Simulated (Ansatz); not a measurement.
# AlNi5: the cost of one run

Computed with Ansatz 0.2.0 (DFT PBE, scalar-relativistic, plane waves, PAW, unless a step's input says otherwise).

### Step 1. The starting structure

It takes space group P4/mmm (No. 123, tetragonal). Conventional cell: a = 2.495 Å, b = 2.495 Å, c = 10.584 Å, α = 90.00°, β = 90.00°, γ = 90.00°. Around Al (site symmetry 4/mmm) lie 4 Al at 2.49 Å and 8 Ni at 2.49 Å. Around Ni (site symmetry 4mm) lie 8 Ni at 2.49 Å and 4 Al at 2.49 Å. Ni (site symmetry 4mm) has 12 Ni at 2.49 Å as nearest neighbours. Ni (site symmetry 4/mmm) is surrounded by 12 Ni at 2.49 Å.

As a file:

```
CELL_PARAMETERS angstrom
2.49457 0.00000 0.00000
0.00000 2.49457 0.00000
0.00000 0.00000 10.58355
ATOMIC_POSITIONS crystal
Al 0.00000 0.00000 0.00000
Ni 0.50000 0.50000 0.16667
Ni 0.00000 0.00000 0.33333
Ni 0.50000 0.50000 0.50000
Ni 0.00000 0.00000 0.66667
Ni 0.50000 0.50000 0.83333
```

The start is an ordering of an alloy on its end members' structure types: elements ordered on the sites of the Re type, Ni/Al on Re (P4/mmm, No. 123).

### Step 2. The guess as it stands, on a coarse mesh

input.yaml

```yaml
crystal:
  lattice:
    - [2.49456624, 0.0, 0.0]
    - [0.0, 2.49456624, 0.0]
    - [0.0, 0.0, 10.58354821]
  atoms:
    - { symbol: Al, position: [0.0, 0.0, 0.0] }
    - { symbol: Ni, position: [0.5, 0.5, 0.16666667], spin: 2.0 }
    - { symbol: Ni, position: [0.0, 0.0, 0.33333333], spin: 2.0 }
    - { symbol: Ni, position: [0.5, 0.5, 0.5], spin: 2.0 }
    - { symbol: Ni, position: [0.0, 0.0, 0.66666667], spin: 2.0 }
    - { symbol: Ni, position: [0.5, 0.5, 0.83333333], spin: 2.0 }
basis:
  ecutwfc: 420
kpoints:
  mp_grid: { grid: [6, 6, 2] }
hamiltonian:
  xc: pbe
scf:
  occupations: { method: gaussian, width: 0.1 }
  lower_state_search: "off"
output:
  forces: true
  stress: true
  eigenvalues: true
  populations: true
magnetization:
  spin_polarized: true
```

Started as:

```
$ ansatz run input.yaml --threads 1 --pin off --max-ram 2560MiB --backend cpu --events-out ev --progress --plain --runs-dir out
```

Q: Estimate wall time and peak memory on 1 thread of AMD EPYC 7R43 (Zen 3), shared host.

About 20 s, with a peak of 0.47 GiB.
